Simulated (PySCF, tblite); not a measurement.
# C₅H₁₅N₃Si: geometry, infrared bands and NMR shifts

Wanted: the infrared bands and NMR shifts of C₅H₁₅N₃Si (`C=C(C)CN[Si@H](N)NC`), by calculation.

Programs: tblite 0.8.0 and PySCF 2.14.0, with density-fitted response routines of our own. Each step states its level of theory. These are calculated values for one molecule in the gas phase, unless marked as measured. Atoms are numbered from 0 throughout.

## 1. Starting geometry

24 atoms, charge 0, multiplicity 1; geometry from: force field or distance geometry start.

Bonds of the start (Å): C0–C1 1.32, C1–C2 1.52, C1–C3 1.48, C3–N4 1.44, N4–Si5 1.78, Si5–N6 1.78, Si5–N7 1.76, N7–C8 1.44, C0–H9 1.10, C0–H10 1.09, C2–H11 1.10, C2–H12 1.10, C2–H13 1.11, C3–H14 1.12, C3–H15 1.10, N4–H16 1.06, Si5–H17 1.49, N6–H18 1.06, N6–H19 1.07, N7–H20 1.02, C8–H21 1.12, C8–H22 1.12, C8–H23 1.13.

## 2. Optimising the geometry with GFN2-xTB

What the job is given:

```
{"job": {"kind": "relax", "xc": "GFN2-xTB", "basis": "xTB"}, "charge": 0, "multiplicity": 1}
C      2.620900     1.266100    -0.201200
C      2.448000    -0.042600    -0.215700
C      3.668000    -0.946700    -0.242500
C      1.122700    -0.710900    -0.183100
N      0.121400     0.318400    -0.131700
Si    -1.553800    -0.284200    -0.100500
N     -1.762300    -1.889400    -0.838300
N     -2.737200     0.805700    -0.813400
C     -3.532400     1.517700     0.147500
H      1.777000     1.974400    -0.167700
H      3.630300     1.669100    -0.227000
H      4.577100    -0.326000    -0.222100
H      3.669300    -1.493900    -1.195600
H      3.721000    -1.614100     0.637300
H      1.096700    -1.371900     0.717100
H      1.061300    -1.306800    -1.108900
H      0.328400     0.875500     0.742600
H     -1.878100    -0.442500     1.343700
H     -2.500700    -1.818200    -1.591700
H     -2.217100    -2.518600    -0.106000
H     -2.422600     1.345000    -1.621600
H     -4.287300     2.124200    -0.405300
H     -2.928800     2.157300     0.842600
H     -4.033600     0.732300     0.782500
```

On the command line:

```
$ OMP_NUM_THREADS=1 python probes_run.py task.json out
```

This one command runs all jobs of the session in turn.

**Question.** This job is followed by: GFN2-xTB harmonic vibrations, gas phase; GIAO PBE0/pcSseg-1 NMR shielding, non-relativistic, gas phase. Predict these results of the whole session: strongest single infrared mode (GFN2-xTB); zero-point energy (GFN2-xTB); 13C shifts against TMS (PBE0/pcSseg-1); 1H shifts against TMS (PBE0/pcSseg-1, means over atoms taken as alike); 15N shifts against NH3 (PBE0/pcSseg-1); 29Si shifts against TMS (PBE0/pcSseg-1).

The runs gave:

| quantity | value |
| --- | --- |
| strongest single infrared mode (GFN2-xTB) | 2121 cm⁻¹, 341 km/mol |
| zero-point energy (GFN2-xTB) | 125.9 kcal/mol |
| 13C shifts against TMS (PBE0/pcSseg-1) | 154.8, 115.2, 50.2, 29.4, 23.9 ppm |
| 1H shifts against TMS (PBE0/pcSseg-1, means over atoms taken as alike) | 5.70, 5.32, 5.29, 3.57, 2.84, 2.75, 1.79, 0.64, 0.16, 0.01 ppm |
| 15N shifts against NH3 (PBE0/pcSseg-1) | 38.7, 30.7, 26.7 ppm |
| 29Si shifts against TMS (PBE0/pcSseg-1) | -33.0 ppm |

What this shows: Over 232 steps the energy fell by 0.947 eV; of the close pairs, N4–Si5 changed most, 1.781 to 1.715 Å. All 66 modes are real, so the xTB geometry is a minimum. The strongest single mode, at 2121 cm⁻¹, moves mainly H17. Unscaled tight-binding wavenumbers are off by several per cent, some by more. Its intensities can rank the bands wrongly. At PBE0/pcSseg-1: The widest tensor belongs to C1: span 243 ppm, with a paramagnetic part of -231 ppm.
